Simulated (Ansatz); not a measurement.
# AlFH4OSi: the cost of one run

Computed with Ansatz 0.2.0, Gaussian basis. Level: the settings change from run to run.

## Step 1: The relaxed structure

The geometry comes from an earlier relaxation with PBE0-D4 in a triple-zeta def2 set; it is a stationary point, not always the lowest conformer.

8 atoms, charge 0, spin multiplicity 1.

Atoms are counted from 1 here; the program's logs count them from 0.

Bond lengths: O1–Al2 1.686 Å, O1–H5 0.956 Å, Al2–F3 1.652 Å, Al2–Si4 2.432 Å, Si4–H6 1.488 Å, Si4–H7 1.489 Å, Si4–H8 1.487 Å. Angles: Al2–O1–H5 125.3°, O1–Al2–F3 119.4°, O1–Al2–Si4 119.3°, F3–Al2–Si4 121.2°, Al2–Si4–H6 110.4°, Al2–Si4–H7 110.1°, Al2–Si4–H8 111.4°, H6–Si4–H7 108.0°, H6–Si4–H8 108.5°, H7–Si4–H8 108.4°.

As a file:

```xyz
8

O     1.5675    1.4689   -0.5135
Al    0.8811    0.2454    0.4218
F     1.6799   -0.2964    1.7626
Si   -1.2645   -0.6935   -0.2340
H     2.4057    1.8941   -0.3386
H    -2.2754    0.3872   -0.3940
H    -1.1377   -1.4006   -1.5380
H    -1.7645   -1.6623    0.7777
```

## Step 2: B2PLYP/aug-pcseg-2

Set apart from the defaults: a grid of angular degree 47.

in.yaml

```yaml
crystal:
  periodic: [false, false, false]
  atoms:
    - {symbol: O, position_ang: [1.567473, 1.468908, -0.513535]}
    - {symbol: Al, position_ang: [0.881127, 0.245408, 0.421768]}
    - {symbol: F, position_ang: [1.679910, -0.296431, 1.762629]}
    - {symbol: Si, position_ang: [-1.264547, -0.693542, -0.233959]}
    - {symbol: H, position_ang: [2.405722, 1.894081, -0.338621]}
    - {symbol: H, position_ang: [-2.275352, 0.387200, -0.393975]}
    - {symbol: H, position_ang: [-1.137650, -1.400650, -1.538039]}
    - {symbol: H, position_ang: [-1.764482, -1.662273, 0.777732]}
basis:
  gaussian: {orbitals: aug-pcseg-2, final_grid: {core_spheres: 20, valence_spheres: 16, degree: 47}}
hamiltonian: {xc: {name: B2PLYP}}
```

Started as:

```sh
$ ansatz run in.yaml --threads 2 --pin off --events-out ev --progress --plain --max-ram 4352MiB
```

What time and memory should one allow on 2 threads of Arm Neoverse V1, shared host?

About 24 s, with a peak of 1 GiB.
